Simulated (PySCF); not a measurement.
# C7H5NS: the cost of one run

Programs: PySCF 2.14.0, with routines of our own; each step states its level. All values are computed. Atoms count from 0.

## (1) The starting structure

14 atoms, charge 0, multiplicity 1; geometry from: B3LYP/def2-SV(P).

## (2) Excited-state relaxation: TDA B3LYP/def2-SV(P)

What the job is given:

```
{"job": {"kind": "xopt", "state": "S1", "method": "TDA", "freq": false, "xc": "B3LYP", "basis": "def2-SV(P)", "grid": 1}, "charge": 0, "multiplicity": 1}
C     -1.659627     0.897040    -0.044436
C     -1.850867    -0.481869     0.178209
C     -0.766039    -1.345108     0.325431
C      0.523271    -0.802590     0.245768
S      2.075442    -1.597958     0.385294
C      2.842117    -0.029199     0.134705
N      2.056956     0.978938    -0.034049
C      0.731168     0.584875     0.021678
C     -0.379257     1.435624    -0.123596
H     -2.530816     1.549562    -0.155923
H     -2.867173    -0.883299     0.237170
H     -0.921192    -2.413545     0.498232
H      3.934658     0.040242     0.129965
H     -0.212704     2.501870    -0.295914
```

Method: TDA B3LYP/def2-SV(P) excited-state geometry optimisation, gas phase.

On the command line:

```sh
$ OMP_NUM_THREADS=1 python excited_run.py task.json out
```

This one command runs all jobs of the session in turn.

**Question.** How long does this first job take on 1 thread of Arm Neoverse V1, shared host, and how much memory does it need?

About 2.1 min, with a peak of 0.8 GiB.
